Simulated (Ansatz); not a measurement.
# C3H8Si: one species, many methods

One table from this session's results is given with a row withheld; the runs are named, their logs left out.

Program: Ansatz 0.2.0, Gaussian basis. Level of theory: functionals in def2-TZVPP, the program's frozen cores in correlated methods. These are calculated values, not measurements.

Levels to be run: LDA (SPW92), PBE-D4, revPBE-D4, BLYP-D4, r2SCAN-D4, B97M-V, PBE0-D4, B3LYP-D4, r2SCANh-D4, r2SCAN0-D4, HSE06-D4, BHLYP-D4, CAM-B3LYP-D4, LC-ωPBE, ωB97X-V, ωB97M-V, B2PLYP, PBE-QIDH; CCSD(T)/def2-SVP; CCSD(T)/def2-TZVPP; RPA on PBE.

1 further run of the same task is left out (it didn't finish).

### The relaxed structure

All runs share one geometry, relaxed beforehand with PBE0-D4 in a triple-zeta def2 set.

12 atoms, charge 0, spin multiplicity 1.

Atoms are counted from 1 here; the program's logs count them from 0.

Bond lengths: C1–C2 1.553 Å, C1–C4 1.553 Å, C1–H5 1.093 Å, C1–H6 1.093 Å, C2–Si3 1.884 Å, C2–H7 1.093 Å, C2–H8 1.089 Å, Si3–C4 1.884 Å, Si3–H9 1.491 Å, Si3–H10 1.490 Å, C4–H11 1.093 Å, C4–H12 1.089 Å. Angles: C2–C1–C4 100.8°, C2–C1–H5 114.7°, C2–C1–H6 109.6°, C4–C1–H5 114.7°, C4–C1–H6 109.6°, H5–C1–H6 107.3°, C1–C2–Si3 86.1°, C1–C2–H7 110.9°, C1–C2–H8 116.4°, Si3–C2–H7 111.0°, Si3–C2–H8 122.0°, H7–C2–H8 108.7°, C2–Si3–C4 78.9°, C2–Si3–H9 120.7°, C2–Si3–H10 113.0°, C4–Si3–H9 120.7°, C4–Si3–H10 113.0°, H9–Si3–H10 108.2° and more.

The first run:

Input file in.yaml:

```yaml
crystal:
  periodic: [false, false, false]
  atoms:
    - {symbol: C, position_ang: [-0.898518, 0.397071, -0.417822]}
    - {symbol: C, position_ang: [0.390125, 1.148372, 0.016012]}
    - {symbol: Si, position_ang: [0.929840, -0.484445, 0.785884]}
    - {symbol: C, position_ang: [-0.391086, -1.071175, -0.422838]}
    - {symbol: H, position_ang: [-1.328640, 0.735630, -1.364441]}
    - {symbol: H, position_ang: [-1.668490, 0.516389, 0.349380]}
    - {symbol: H, position_ang: [1.007816, 1.396388, -0.851179]}
    - {symbol: H, position_ang: [0.248789, 2.048595, 0.612214]}
    - {symbol: H, position_ang: [2.338887, -0.955682, 0.661272]}
    - {symbol: H, position_ang: [0.518179, -0.621197, 2.211420]}
    - {symbol: H, position_ang: [0.048656, -1.328680, -1.389997]}
    - {symbol: H, position_ang: [-1.118557, -1.836266, -0.155904]}
basis:
  gaussian: {orbitals: def2-TZVPP}
hamiltonian: {xc: lda}
output: {orbitals: {seedname: orbitals}}
```

Run with:

```console
$ ansatz run in.yaml --threads 2 --pin off --events-out ev --progress --plain --max-ram 4352MiB
```

Among the steps run: LDA; PBE-D4 (GGA); revPBE-D4 (GGA); BLYP-D4 (GGA); r2SCAN-D4 (meta-GGA); B97M-V (meta-GGA); PBE0-D4 (hybrid); B3LYP-D4 (hybrid); r2SCANh-D4 (hybrid); r2SCAN0-D4 (hybrid); HSE06-D4 (hybrid); BHLYP-D4 (hybrid); CAM-B3LYP-D4 (range-separated); LC-ωPBE (range-separated); ωB97X-V (range-separated); ωB97M-V (range-separated); B2PLYP (double hybrid); PBE-QIDH (double hybrid).

One of the session's tables, all rows but one given; the rest of the session is left out.

It belongs to the step «Frontier levels by functional». 

| functional | HOMO (eV) | LUMO (eV) | gap (eV) |
| --- | --- | --- | --- |
| LDA (SPW92) | -6.68 | -0.57 | 6.11 |
| PBE-D4 | -6.59 | -0.37 | 6.22 |
| revPBE-D4 | -6.55 | -0.29 | 6.26 |
| BLYP-D4 | ? | ? | ? |
| r2SCAN-D4 | -6.82 | 0.03 | 6.85 |
| B97M-V | -6.94 | -0.21 | 6.73 |
| PBE0-D4 | -7.82 | 0.44 | 8.26 |
| B3LYP-D4 | -7.63 | 0.21 | 7.83 |
| r2SCANh-D4 | -7.28 | 0.30 | 7.58 |
| r2SCAN0-D4 | -7.97 | 0.70 | 8.67 |
| HSE06-D4 | -7.42 | 0.07 | 7.49 |
| BHLYP-D4 | -8.98 | 1.20 | 10.18 |
| CAM-B3LYP-D4 | -9.18 | 1.34 | 10.53 |
| LC-ωPBE | -10.53 | 2.51 | 13.03 |
| ωB97X-V | -10.18 | 2.35 | 12.52 |
| ωB97M-V | -10.03 | 1.97 | 12.01 |

Estimate the missing values for BLYP-D4.

Worked estimate for «HOMO (eV)». Against the share of exact exchange, B3LYP-D4 (0.2, -7.63), BHLYP-D4 (0.5, -8.98) give a slope of -4.50 per unit share; at 0 the line stands at -6.73.

The run gave: HOMO (eV): -6.48; LUMO (eV): -0.27; gap (eV): 6.21. In «HOMO (eV)» the line misses by -0.25.
